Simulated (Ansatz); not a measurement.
# CSe₂: small, medium and large basis sets

An exercise on one series of results from a longer session: the logs are not shown, and one member is left open.

Program: Ansatz 0.2.0, Gaussian basis. Level of theory: one geometry, several basis sets. These are calculated values, not measurements.

Plan: PBE0-D4/def2-SVP; ωB97M-V/def2-SVP; PBE0-D4/def2-QZVPP; ωB97M-V/def2-QZVPP; the functionals' def2-TZVPP values are taken from earlier runs.

## The geometry

All runs share one geometry, relaxed beforehand with PBE0-D4 in a triple-zeta def2 set.

SMILES `[Se]=C=[Se]`, 3 atoms, charge 0, spin multiplicity 1.

Atoms are counted from 1 here; the program's logs count them from 0.

Bond lengths: Se1–C2 1.688 Å, C2–Se3 1.688 Å. Angles: Se1–C2–Se3 180.0°.

Coordinates:

| atom | x (Å) | y (Å) | z (Å) |
| --- | --- | --- | --- |
| Se1 | -1.26565 | 0.95127 | -0.58619 |
| C2 | 0.00001 | 0.00001 | 0.00000 |
| Se3 | 1.26564 | -0.95129 | 0.58618 |

The first run:

in.yaml reads:

```yaml
crystal:
  periodic: [false, false, false]
  atoms:
    - {symbol: Se, position_ang: [-1.265651, 0.951275, -0.586186]}
    - {symbol: C, position_ang: [0.000005, 0.000010, 0.000004]}
    - {symbol: Se, position_ang: [1.265645, -0.951285, 0.586182]}
basis:
  gaussian: {orbitals: def2-SVP}
hamiltonian: {xc: pbe0, dispersion: d4}
output: {orbitals: {seedname: orbitals}}
```

Command:

```sh
$ ansatz run in.yaml --threads 4 --pin off --events-out ev --progress --plain --max-ram 10444MiB
```

Steps of the session up to this table: PBE0-D4 in def2-SVP; ωB97M-V in def2-SVP; PBE0-D4 in def2-QZVPP; ωB97M-V in def2-QZVPP.

One of the session's tables, all rows but one given; the rest of the session is left out.

It belongs to the step «Functionals by basis». 

| functional | basis | HOMO (eV) | LUMO (eV) |
| --- | --- | --- | --- |
| PBE0-D4 | def2-SVP | -7.21 | -2.14 |
| PBE0-D4 | def2-TZVPP | -7.28 | -2.25 |
| PBE0-D4 | def2-QZVPP | -7.29 | -2.27 |
| ωB97M-V | def2-SVP | -9.04 | -0.12 |
| ωB97M-V | def2-TZVPP | ? | ? |
| ωB97M-V | def2-QZVPP | -9.14 | -0.34 |

**Question.** Estimate the row for ωB97M-V, def2-TZVPP.

**Answer.** HOMO (eV): -9.14; LUMO (eV): -0.30.
